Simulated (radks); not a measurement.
**Sb in [Kr] 4d10 5s2 5p3: an all-electron calculation**

One table from this session's results is given with a row withheld; the runs are named, their logs left out.

Program: radks (a radial shooting solver on a logarithmic mesh, Libxc functionals) version 1. Level of theory: Dirac Kohn-Sham, exchange-only LDA, spin-unpolarised, spherical densities, finite nucleus; open shells fill j = l - 1/2 first. These are calculated values, not measurements, unless marked.

## What is computed

| Quantity | Value |
| --- | --- |
| element | antimony (Z = 51) |
| charge | 0 |
| electrons | 51 |
| configuration | [Kr] 4d10 5s2 5p3 |
| nuclear rms radius | 4.6802 fm |

Set-up of the first run:

Settings of this run:

```text
Z 51
configuration [Kr] 4d10 5s2 5p3
relativity Dirac
functional lda,
spin unpolarised
j_filling energy
nucleus finite rms 4.6802 fm
c 137.035999084
```

One table of the session follows, with a row left open; its other results are not shown here.

It belongs to the step «Radial structure». From the orbitals of this run (lengths in bohr):

```
level      <r>  outermost maximum (interpolated)  90 % within  nodes
1s1/2  0.02845                            0.0184       0.0511      0
2s1/2   0.1223                             0.104        0.190      1
2p1/2   0.1033                            0.0798        0.169      0
2p3/2   0.1088                            0.0845        0.177      0
3s1/2   0.3308                             0.301        0.487      2
3p1/2   0.3212                             0.287        0.484      1
3p3/2   0.3326                             0.297        0.500      1
3d3/2   0.3036                             0.242        0.479      0
3d5/2   0.3072                             0.245        0.484      0
4s1/2   0.7910                             0.723         1.15      3
4p1/2   0.8327                             0.745         1.22      2
4p3/2   0.8625                             0.770         1.27      2
4d3/2    1.026                             0.842         1.59      1
4d5/2    1.040                             0.852         1.61      1
5s1/2        ?                                 ?            ?      ?
5p1/2    2.879                              2.27         4.44      3
5p3/2    3.040                              2.39         4.70      3
```

Estimate the missing values for 5s1/2.

As computed: <r>: 2.234; outermost maximum (interpolated): 1.89; 90 % within: 3.31; nodes: 4. In the column «<r>» it lies between 4d5/2 (1.040) and 5p1/2 (2.879).

Limits of these values: Spin polarisation and multiplet splitting are left out.
